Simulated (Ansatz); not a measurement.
LuAs:

```xyz
2
Lattice="0.0000 2.8382 2.8382 2.8382 0.0000 2.8382 2.8382 2.8382 0.0000" Properties=species:S:1:pos:R:3 pbc="T T T"
Lu    2.8382    2.8382    2.8382
As    0.0000    0.0000    0.0000
```

The cell is a database's computed one.

```yaml
Program: Ansatz 0.2.0
Task: relaxation of cell and atoms
Functional: revPBE
Potentials_or_basis: Ansatz PAW
Cutoff: "420 eV (not typed: the program's choice for these potentials)"
k_mesh: 8 × 8 × 8
Occupations: fermi-dirac, width 0.05 eV
Spin: no spin polarisation
```

At the start: volume 22.86 Å³/atom.

Where does the relaxation end?

It ends after 4 steps and the volume is 23.63 Å³/atom (+3.3 %); space group Fm-3m (No. 225, to 0.05 Å).

The path:
```csv
step,energy change (eV),largest force (eV/Å),volume (Å³)
1,0.0000,0.0000,45.73
2,-0.0118,0.0000,47.28
3,-0.0118,0.0000,47.25
4,-0.0122,0.0000,47.25
```

Final structure:
```yaml
crystal:
  lattice:
    - [0.00000, 2.86942, 2.86942]
    - [2.86942, 0.00000, 2.86942]
    - [2.86942, 2.86942, 0.00000]
  atoms:
    - { symbol: Lu, position: [0.50000, 0.50000, 0.50000] }
    - { symbol: As, position: [0.00000, 0.00000, 0.00000] }
```

Caveat: the plane-wave basis is chosen anew once the cell has moved, so the energies of steps on either side of that aren't comparable; the PAW data sets come from PBE, with cores solved anew for the run's functional, which leaves a small shift of forces and pressure.
